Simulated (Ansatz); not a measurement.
Cu, 7 atoms in the cell. The cell holds a slab with vacuum, 7 atoms: a = 2.556 Å, b = 2.556 Å, c = 25.845 Å, α = 90.00°, β = 90.00°, γ = 90.00°. The slab is cut from a database's or a generator's crystal, which needn't be the stable form of the element. The cell isn't the ideal one: the (1 0 0) slab of Cu, cut from the database cell, not relaxed.

```yaml
Program: Ansatz 0.2.0
Task: relaxation of the atoms
Functional: BLYP
Potentials_or_basis: Ansatz PAW
Cutoff: "420 eV (not typed: the program's choice for these potentials)"
k_mesh: 10 × 10 × 1
Occupations: fermi-dirac, width 0.05 eV
Spin: no spin polarisation
Boundary_along_the_surface_normal: dipole_correction
Atoms_held_counted_from_0: "[0, 1, 2]"
Miller: "[1, 0, 0]"
Bulk_formula: Cu
```

Potentials or basis: Ansatz PAW.

Run with:

```console
$ ansatz run input.yaml --threads 4 --pin off --max-ram 11264MiB --backend cpu --events-out ev --progress --plain --runs-dir out
```

Hardware: 4 threads of Arm Neoverse V2, with other jobs on the host.

Estimate the wall time of this run.

It took 54 s on 4 threads of Arm Neoverse V2, with other jobs on the host, peak memory 0.69 GiB. Counts: scf iterations 41, plane waves 3339, k points 21, bands 80, ion steps 4.
